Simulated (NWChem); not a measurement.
# SiHSF3 (SMILES F[Si](F)(F)S): CAM-B3LYP-D3(BJ)/def2-SVP

Aim: the energy difference between two shapes of SiHSF3 at CAM-B3LYP-D3(BJ)/def2-SVP, from 2 runs. 

The results are computed with NWChem 7.3.0.

3 further runs of the same task are left out: 1 that didn't finish, 2 set aside as unsound or not needed.

## 1. The system as given

SiHSF3 has 6 atoms, charge 0, and is taken as a singlet. As SMILES, `F[Si](F)(F)S`. The coordinates come from a PBE0-D4/def2-TZVP relaxation.

Bond lengths: F1–Si2 1.571 Å, Si2–F3 1.574 Å, Si2–F4 1.573 Å, Si2–S5 2.089 Å, S5–H6 1.346 Å. Angles: F1–Si2–F3 108.6°, F1–Si2–F4 108.6°, F1–Si2–S5 107.7°, F3–Si2–F4 106.1°, F3–Si2–S5 112.9°, F4–Si2–S5 112.9°, Si2–S5–H6 92.3°.

## 2. A single-point energy at CAM-B3LYP-D3(BJ)/def2-SVP

File f3hssi.nw:

```
start f3hssi
memory total 2200 mb

geometry units angstrom noautosym nocenter
  zmatrix
    F
    Si 1 r2
    F 2 r3 1 a3
    F 2 r4 1 a4 3 d4
    S 2 r5 1 a5 4 d5
    H 5 r6 2 a6 1 d6
  variables
    r2 1.571351
    r3 1.573523
    a3 108.59947
    r4 1.573496
    a4 108.55966
    d4 -114.91369
    r5 2.089166
    a5 107.65867
    d5 -122.55961
    r6 1.345585
    a6 92.32262
    d6 -179.64624
  end
end

basis "ao basis" spherical bse
  * library def2-SVP
end

dft
  xc xcamb88 1.00 lyp 0.81 vwn_5 0.19 hfexch 1.00
  cam 0.33 cam_alpha 0.19 cam_beta 0.46
  disp vdw 4
  grid medium
  convergence energy 1e-07
  direct
  mulliken
end

task dft energy
```

Launch:

```bash
nwchem f3hssi.nw > f3hssi.out
```

Log:

```text
[...]
          Wavefunction type:  closed shell.
          No. of atoms     :     6
          No. of electrons :    58
[...]
          Charge           :     0
          Spin multiplicity:     1
[...]
          AO basis - number of functions:    83
[...]
              XC Information
              --------------
                     Hartree-Fock (Exact) Exchange  1.000
                   CAM-Becke88 Exchange Functional  1.000
                      VWN V Correlation Functional  0.190 local
              Lee-Yang-Parr Correlation Functional  0.810
[...]
 d= 0,ls=0.0,diis     1   -987.4154036325 -1.31D+03  1.54D-02  1.07D+00     1.6
[...]
 d= 0,ls=0.0,diis     8   -987.5289711491  4.57D-11  2.57D-06  2.70D-07    12.2
         Total DFT energy =     -987.528971149133
      One electron energy =    -2013.385384059425
           Coulomb energy =      780.953396135412
    Exchange-Corr. energy =      -78.521579698928
 Nuclear repulsion energy =      323.428389206994
    Dispersion correction =       -0.003792733185
[...]
      Total Density - Mulliken Population Analysis
     ---------------------------------------------
    Atom       Charge   Shell Charges
 -----------   ------   -------------------------------------------------------
    1 F    9     9.29   1.99  1.12  0.78  3.37  2.03  0.01
    2 Si  14    13.01   2.00  1.98  0.86 -0.04  5.93  1.14  0.49  0.65
    3 F    9     9.29   1.99  1.12  0.78  3.37  2.03  0.01
    4 F    9     9.29   1.99  1.12  0.78  3.37  2.03  0.01
    5 S   16    16.20   2.00  1.98  1.24  0.60  5.93  1.86  2.54  0.05
    6 H    1     0.91   0.70  0.17  0.03
[...]
```

Wall time 13 s (1 thread of Intel Xeon 6975P-C (Granite Rapids), shared host); peak memory 0.27 GiB.

## 3. The distorted shape

File run.py:

```python
from ase import Atoms
from ase.calculators.nwchem import NWChem

system = Atoms('FSiFFSH', positions=[
    [0.479525, -1.031835, 1.624522],
    [0.235888, -0.376893, 0.201912],
    [-0.302948, -1.445738, -0.766563],
    [1.677787, 0.003520, -0.418842],
    [-0.959243, 1.269146, 0.265978],
    [-0.940864, 1.532963, -0.871975],
])

calc = NWChem(
    label='f3hssi',
    theory='dft',
    memory='2200 mb',
    basis='def2-SVP',
    basispar='spherical bse',
    dft={'xc': 'xcamb88 1.00 lyp 0.81 vwn_5 0.19 hfexch 1.00', 'cam': '0.33 cam_alpha 0.19 cam_beta 0.46', 'mult': '1', 'disp': 'vdw 4', 'grid': 'medium', 'convergence': 'energy 1e-07', 'direct': None, 'mulliken': None, 'print': 'low'},
    task='energy',
)
system.calc = calc

e = system.get_potential_energy()
print(f"E = {e:.6f} eV")
```

Launch:

```bash
export ASE_NWCHEM_COMMAND="nwchem PREFIX.nwi > PREFIX.nwo"
python run.py
```

Log:

```text
E = -26871.295425 eV
```

The calculator wrote f3hssi.nwi:

```
title "f3hssi"

permanent_dir f3hssi

scratch_dir f3hssi

start f3hssi

geometry units angstrom nocenter noautosym noautoz
  F  4.7952499999999998e-01 -1.0318350000000001e+00 1.6245220000000000e+00
  Si 2.3588799999999999e-01 -3.7689299999999998e-01 2.0191200000000001e-01
  F  -3.0294800000000000e-01 -1.4457380000000000e+00 -7.6656299999999999e-01
  F  1.6777869999999999e+00 3.5200000000000001e-03 -4.1884199999999999e-01
  S  -9.5924299999999996e-01 1.2691460000000001e+00 2.6597799999999999e-01
  H  -9.4086400000000003e-01 1.5329630000000001e+00 -8.7197499999999994e-01
end

memory 2200 mb

basis spherical bse noprint
   * library def2-SVP
end

dft
  xc xcamb88 1.00 lyp 0.81 vwn_5 0.19 hfexch 1.00
  cam 0.33 cam_alpha 0.19 cam_beta 0.46
  mult 1
  disp vdw 4
  grid medium
  convergence energy 1e-07
  direct
  mulliken
  print low
end

task dft energy
```

f3hssi.nwo, shortened:

```text
[...]
 d= 0,ls=0.0,diis     1   -987.3877490042 -1.31D+03  1.55D-02  1.08D+00     1.6
[...]
 d= 0,ls=0.0,diis     8   -987.5019008825 -2.93D-08  5.25D-06  5.85D-07    12.4
         Total DFT energy =     -987.501900882504
      One electron energy =    -2018.877718987009
           Coulomb energy =      783.752142900509
    Exchange-Corr. energy =      -78.593647586913
 Nuclear repulsion energy =      326.221126980627
    Dispersion correction =       -0.003804189717
[...]
      Total Density - Mulliken Population Analysis
     ---------------------------------------------
    Atom       Charge   Shell Charges
 -----------   ------   -------------------------------------------------------
    1 F    9     9.30   1.99  1.12  0.78  3.36  2.03  0.01
    2 Si  14    13.02   2.00  1.98  0.87 -0.05  5.93  1.15  0.49  0.65
    3 F    9     9.27   1.99  1.12  0.77  3.38  2.01  0.01
    4 F    9     9.32   1.99  1.12  0.79  3.36  2.06  0.01
    5 S   16    16.13   2.00  1.98  1.22  0.55  5.93  1.93  2.48  0.05
    6 H    1     0.96   0.80  0.11  0.05
[...]
```

It took 14 s on 1 thread of Intel Xeon 6975P-C (Granite Rapids), shared host; peak memory 0.27 GiB.

## 4. Summary of results

Level: CAM-B3LYP-D3(BJ)/def2-SVP.

| quantity | value |
| --- | --- |
| first shape: total energy | -987.52897 Eh |
| first shape: dipole moment | 1.58 D |
| first shape: HOMO energy | -9.73 eV |
| first shape: LUMO energy | 1.36 eV |
| first shape: HOMO–LUMO gap | 11.09 eV |
| first shape: dispersion energy | -9.96 kJ/mol |
| distorted shape: total energy | -987.50190 Eh |
| distorted shape: dispersion energy | -9.99 kJ/mol |
| energy change with the atoms displaced | 0.737 eV |

What this shows: With the atoms displaced the energy rises by 0.74 eV (71.1 kJ/mol). The first shape isn't relaxed at this level, so the change isn't measured from a minimum. Mulliken charges (first shape) run from -0.29 on F1 to +0.99 on Si2. Mulliken charges (distorted shape) run from -0.32 on F4 to +0.98 on Si2.
